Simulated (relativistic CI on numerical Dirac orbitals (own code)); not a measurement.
**Pd³⁺: resonant inelastic X-ray scattering at the M2,3 edge**

Aim: the energy losses and their intensities at the absorption maxima, by the Kramers-Heisenberg formula, for 6 crystal fields.

The numbers are computed with relativistic CI on numerical Dirac orbitals (own code) version 3 (Dirac-Coulomb-Breit CI, KLI orbitals optimised for each configuration, model QED (radiative potential, 1s self-energy scaled to tabulated hydrogen-like ionisation energies), valence Slater integrals scaled by 0.8, Kramers-Heisenberg scattering through one core-hole configuration in a parametric crystal field), except any that are marked as measured or tabulated.

## 1. What is computed

```
ion             : Pd³⁺ (Pd IV)
nuclear charge  : 46
electrons       : 43
configurations  : [Kr] 4d7 → [Ne] 3s2 3p5 3d10 4s2 4p6 4d8
temperature     : 10 K
core-hole width : 2 eV
field 1 (cm⁻¹)  : D3d, 10Dq = 17150, Dsigma = -1200, Dtau = 210
field 2 (cm⁻¹)  : D3d, 10Dq = 17150, Dsigma = -860, Dtau = 210
field 3 (cm⁻¹)  : D3d, 10Dq = 17150, Dsigma = -510, Dtau = 210
field 4 (cm⁻¹)  : D3d, 10Dq = 17150, Dsigma = -170, Dtau = 210
field 5 (cm⁻¹)  : D3d, 10Dq = 17150, Dsigma = 170, Dtau = 210
field 6 (cm⁻¹)  : D3d, 10Dq = 17150, Dsigma = 510, Dtau = 210
```

## 2. Field 1: D3d, 10Dq = 17150, Dsigma = -1200, Dtau = 210

Settings, as recorded:

```ini
atom Pd  Z=46  charge=3  electrons=43
nucleus A=106  rms_radius_fm=4.5318
hamiltonian dirac-coulomb  breit=on  qed=on  c_scale=1
orbitals kli  potential=per-configuration
slater_scale 0.8
correlation none
mixing on
configurations
  [Kr] 4d7
  [Ne] 3s2 3p5 3d10 4s2 4p6 4d8
end
rixs M2,3 T=10 core_hole_width=2
crystal_field D3d 10Dq=17150 Dsigma=-1200 Dtau=210
```

The run is started by

```console
> python run_levels.py task.json out
```

The settings of every run stand in task.json; they run in order.

## 3. Field 2: D3d, 10Dq = 17150, Dsigma = -860, Dtau = 210

The settings differ from step 2 so:

```diff
@@ -12,2 +12,2 @@
 rixs M2,3 T=10 core_hole_width=2
-crystal_field D3d 10Dq=17150 Dsigma=-1200 Dtau=210
+crystal_field D3d 10Dq=17150 Dsigma=-860 Dtau=210
```

## 4. Field 3: D3d, 10Dq = 17150, Dsigma = -510, Dtau = 210

The settings differ from step 3 so:

```diff
@@ -12,2 +12,2 @@
 rixs M2,3 T=10 core_hole_width=2
-crystal_field D3d 10Dq=17150 Dsigma=-860 Dtau=210
+crystal_field D3d 10Dq=17150 Dsigma=-510 Dtau=210
```

## 5. Field 4: D3d, 10Dq = 17150, Dsigma = -170, Dtau = 210

The settings differ from step 4 so:

```diff
@@ -12,2 +12,2 @@
 rixs M2,3 T=10 core_hole_width=2
-crystal_field D3d 10Dq=17150 Dsigma=-510 Dtau=210
+crystal_field D3d 10Dq=17150 Dsigma=-170 Dtau=210
```

## 6. Field 5: D3d, 10Dq = 17150, Dsigma = 170, Dtau = 210

The settings differ from step 5 so:

```diff
@@ -12,2 +12,2 @@
 rixs M2,3 T=10 core_hole_width=2
-crystal_field D3d 10Dq=17150 Dsigma=-170 Dtau=210
+crystal_field D3d 10Dq=17150 Dsigma=170 Dtau=210
```

## 7. Field 6: D3d, 10Dq = 17150, Dsigma = 510, Dtau = 210

The settings differ from step 6 so:

```diff
@@ -12,2 +12,2 @@
 rixs M2,3 T=10 core_hole_width=2
-crystal_field D3d 10Dq=17150 Dsigma=170 Dtau=210
+crystal_field D3d 10Dq=17150 Dsigma=510 Dtau=210
```

(Steps that only read results are left out.)

Q: Predict the outcome of this session. Wanted: incident energies, field 1.

As calculated:

| field | S, thermal mean | first incident energy (eV) | lowest loss over 0.08 eV (eV) | strongest such loss there (eV) | its level |
| --- | --- | --- | --- | --- | --- |
| 1: D3d | 0.74 | 537.8 | 0.262 | 1.951 | G4, S = 0.7 |
| 2: D3d | 0.75 | 537.2 | 0.249 | 1.957 | G4, S = 0.7 |
| 3: D3d | 0.78 | 537.2 | 0.232 | 1.957 | G4, S = 0.7 |
| 4: D3d | 0.81 | 537.2 | 0.216 | 1.954 | G4, S = 0.7 |
| 5: D3d | 0.84 | 537.1 | 0.201 | 2.131 | G56, S = 0.7 |
| 6: D3d | 0.88 | 537.1 | 0.189 | 2.121 | G56, S = 0.7 |

| quantity | value |
| --- | --- |
| incident energies, field 1 | 537.8 eV |
| strongest loss over 0.08 eV, field 1 | 1.95 eV |

What this shows: In field 1 the strongest loss over 0.08 eV at the first resonance is 1.95 eV (G4, S = 0.7). Spin-orbit coupling in the valence shell mixes spin states, so S is only an average. Only the lowest levels kept in the record count, and labels are spin-orbit irreps. Polarisations are summed, and charge-transfer losses are outside the model.
